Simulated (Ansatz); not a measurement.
**C3H7FSi: how energies converge with the basis set**

An exercise on one series of results from a longer session: the logs are not shown, and one member is left open.

Computed with Ansatz 0.2.0, Gaussian basis. Level: one geometry, several basis sets.

Levels to be run: PBE0-D4/def2-SVP; ωB97M-V/def2-SVP; PBE0-D4/def2-QZVPP; ωB97M-V/def2-QZVPP; the functionals' def2-TZVPP values are taken from earlier runs.

## The relaxed structure

All runs share one geometry, relaxed beforehand with PBE0-D4 in a triple-zeta def2 set.

SMILES `FC/C=C/[SiH3]`, 12 atoms, charge 0, spin multiplicity 1.

Atoms are counted from 1 here; the program's logs count them from 0.

Bond lengths: F1–C2 1.375 Å, C2–C3 1.487 Å, C2–H6 1.097 Å, C2–H7 1.097 Å, C3–C4 1.330 Å, C3–H8 1.090 Å, C4–Si5 1.854 Å, C4–H9 1.088 Å, Si5–H10 1.488 Å, Si5–H11 1.488 Å, Si5–H12 1.488 Å. Angles: F1–C2–C3 112.2°, F1–C2–H6 108.0°, F1–C2–H7 108.0°, C3–C2–H6 110.3°, C3–C2–H7 110.3°, H6–C2–H7 107.8°, C2–C3–C4 125.3°, C2–C3–H8 113.9°, C4–C3–H8 120.8°, C3–C4–Si5 122.8°, C3–C4–H9 117.4°, Si5–C4–H9 119.8°, C4–Si5–H10 111.0°, C4–Si5–H11 108.9°, C4–Si5–H12 111.0°, H10–Si5–H11 109.2°, H10–Si5–H12 107.5°, H11–Si5–H12 109.2°.

Set-up of the first run:

in.yaml

```yaml
crystal:
  periodic: [false, false, false]
  atoms:
    - {symbol: F, position_ang: [-1.419317, 2.159490, 0.490417]}
    - {symbol: C, position_ang: [-0.606053, 1.456592, 1.347901]}
    - {symbol: C, position_ang: [0.028116, 0.285412, 0.685878]}
    - {symbol: C, position_ang: [-0.148887, -0.068298, -0.584065]}
    - {symbol: Si, position_ang: [0.677975, -1.545522, -1.341072]}
    - {symbol: H, position_ang: [0.161898, 2.142494, 1.726842]}
    - {symbol: H, position_ang: [-1.213497, 1.129712, 2.201112]}
    - {symbol: H, position_ang: [0.679321, -0.292424, 1.341343]}
    - {symbol: H, position_ang: [-0.811372, 0.549266, -1.187530]}
    - {symbol: H, position_ang: [1.536011, -1.146695, -2.489595]}
    - {symbol: H, position_ang: [1.520090, -2.207093, -0.308447]}
    - {symbol: H, position_ang: [-0.327386, -2.518133, -1.848684]}
basis:
  gaussian: {orbitals: def2-SVP}
hamiltonian: {xc: pbe0, dispersion: d4}
output: {orbitals: {seedname: orbitals}}
```

Run with:

```
ansatz run in.yaml --threads 4 --pin off --events-out ev --progress --plain --max-ram 10444MiB
```

Among the steps run: PBE0-D4 in def2-SVP; ωB97M-V in def2-SVP; PBE0-D4 in def2-QZVPP; ωB97M-V in def2-QZVPP.

One table of the session follows, with a row left open; its other results are not shown here.

It belongs to the step «Functionals by basis». 

| functional | basis | HOMO (eV) | LUMO (eV) |
| --- | --- | --- | --- |
| PBE0-D4 | def2-SVP | ? | ? |
| PBE0-D4 | def2-TZVPP | -7.80 | -0.42 |
| PBE0-D4 | def2-QZVPP | -7.81 | -0.46 |
| ωB97M-V | def2-SVP | -9.94 | 1.89 |
| ωB97M-V | def2-TZVPP | -10.01 | 1.68 |
| ωB97M-V | def2-QZVPP | -10.02 | 1.60 |

Q: Estimate the row for PBE0-D4, def2-SVP from the others.

**Answer.** HOMO (eV): -7.75; LUMO (eV): -0.28. In the column «HOMO (eV)» it is the highest.
